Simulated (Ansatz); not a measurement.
# TmF: the cost of one run

Computed with Ansatz 0.2.0 (DFT PBE, scalar-relativistic, plane waves, PAW; 4f electrons in the core of a trivalent norm-conserving potential, unless a step's input says otherwise).

2 further runs of the same task are left out: 1 that didn't finish, 1 set aside as unsound or not needed.

### 1 Starting point

The structure is cubic, space group Fd-3m (No. 227). Conventional cell: a = 6.909 Å, b = 6.909 Å, c = 6.909 Å, α = 90.00°, β = 90.00°, γ = 90.00°. Around Tm (site symmetry -43m) lie 4 Tm at 2.99 Å and 4 F at 2.99 Å. F (site symmetry -43m) is surrounded by 4 Tm at 2.99 Å and 4 F at 2.99 Å.

Structure file:

```xyz
4
Lattice="0.0000 3.4547 3.4547 3.4547 0.0000 3.4547 3.4547 3.4547 0.0000" Properties=species:S:1:pos:R:3 pbc="T T T"
Tm    3.4547    3.4547    3.4547
Tm    5.1820    5.1820    5.1820
F     0.0000    0.0000    0.0000
F     1.7273    1.7273    1.7273
```

A structure generator made this guess: species swapped into a database cell of LiZn (Fd-3m, No. 227), with Tm on the Li sites and F on the Zn sites. The dimensions are guesses.

### 2 A first look at the guess

Input file input.yaml:

```yaml
crystal:
  lattice:
    - [0.0, 3.45467758, 3.45467758]
    - [3.45467758, 0.0, 3.45467758]
    - [3.45467758, 3.45467758, 0.0]
  atoms:
    - { symbol: Tm, position: [0.5, 0.5, 0.5] }
    - { symbol: Tm, position: [0.75, 0.75, 0.75] }
    - { symbol: F, position: [0.0, 0.0, 0.0] }
    - { symbol: F, position: [0.25, 0.25, 0.25] }
basis:
  ecutwfc: 690
kpoints:
  mp_grid: { grid: [4, 4, 4] }
hamiltonian:
  xc: pbe
  pseudopotentials:
    kind: paw
    azcp: { Tm: "pseudopotentials/pbe/nc/lanthanide_3plus/Tm.nc.azcp" }
scf:
  occupations: { method: gaussian, width: 0.1 }
  lower_state_search: "off"
output:
  forces: true
  stress: true
  eigenvalues: true
```

Launch:

```console
> ansatz run input.yaml --threads 1 --pin off --max-ram 2560MiB --backend cpu --events-out ev --progress --plain --runs-dir out
```

Q: Estimate wall time and peak memory on 1 thread of Intel Xeon at 2.50GHz (Skylake/Cascade Lake), shared host.

About 5.2 s, with a peak of 0.37 GiB.
